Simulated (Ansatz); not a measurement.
Ta, space group P4/mbm, cell relaxations under several functionals

Program: Ansatz's Python interface.

The script reads `POSCAR_ta`:
```text
Ta
1.0
  22.70911076    0.00000000    0.00000000
   0.00000000   22.70911076    0.00000000
   0.00000000    0.00000000    2.37728010
Ta
4
Direct
   0.31862853    0.81862853    0.00000000
   0.68137147    0.18137147    0.00000000
   0.18137147    0.31862853    0.00000000
   0.81862853    0.68137147    0.00000000
```

`lattice_ta.py`
```python
import ansatz as az
from ase.io import read
import numpy as np

def edges_and_angles(cell):
    cell = np.asarray(cell)
    a, b, c = np.linalg.norm(cell, axis=1)
    cosines = cell[1] @ cell[2] / (b * c), cell[0] @ cell[2] / (a * c), cell[0] @ cell[1] / (a * b)
    return (a, b, c, *np.degrees(np.arccos(cosines)))


def main() -> None:
    atoms = read("POSCAR_ta", format="vasp")
    xtal = az.Crystal.from_ase(atoms)

    calc = (
        xtal.calculation()
        .occupations(az.OccupationsMethod.METHFESSEL_PAXTON, width=0.15)
        .kpoints(1, 1, 10)
        .relax(cell=True, force_tolerance=0.03)
    )

    levels = [("pbesol", "none"), ("pbesol", "d3bj"), ("blyp", "d3bj")]
    print("level            a       b       c    alpha   beta  gamma  V/atom  steps")
    for name, dispersion in levels:
        seen = []
        run = calc.functional(name, dispersion=dispersion).session().plan()
        out = run.execute(on_event=lambda e: seen.append(e) if e["event"] == "relax_step" else None)
        cell = out.lattice.cell_ang
        label = name if dispersion == "none" else f"{name}+{dispersion}"
        print("{:13s} {:7.4f} {:7.4f} {:7.4f} {:6.2f} {:6.2f} {:6.2f}".format(label, *edges_and_angles(cell)), f"{abs(np.linalg.det(cell)) / len(out.lattice.sites):7.3f} {len(seen):5d}")


if __name__ == "__main__":
    main()
```

```console
$ python lattice_ta.py
level            a       b       c    alpha   beta  gamma  V/atom  steps
DeckWarning: basis.ecutwfc = 420 eV, auto-derived from the records' recommended cutoffs: set by Ta (normal level)
pbesol        22.7091 22.7091  2.3773  90.00  90.00  90.00 306.493     2
pbesol+d3bj   22.7091 22.7091  2.3773  90.00  90.00  90.00 306.493     2
blyp+d3bj     22.6871 22.6871  2.4301  90.00  90.00  90.00 312.701     4
```
(Warnings from the package without file and line.)

From smallest to largest: PBEsol (306.49 Å³ an atom, +0.0 % against the start), PBEsol+D3BJ (306.49 Å³ an atom, +0.0 % against the start) and BLYP+D3BJ (312.70 Å³ an atom, +2.0 % against the start). The spread is 2.0 % in volume.

Forces vanish by symmetry, so the ions can't move, and the end may be a saddle. The cell holds layers, chains or clusters in vacuum, no bulk phase. BLYP and dispersion corrections can be off by several per cent in the lattices of metals, and by several GPa in the pressure at a fixed cell. For a metal this k-point mesh is coarse: on a finer one energies can move by several to tens of meV an atom and pressures by half a GPa or more, differences at one mesh by less. Spin-orbit coupling, which matters for elements this heavy, is left out. This isn't the structure that Ta takes at ambient conditions. It ran for 2.4 min on 1 thread of Arm Neoverse V2, on a shared host, peak memory 1.2 GiB.
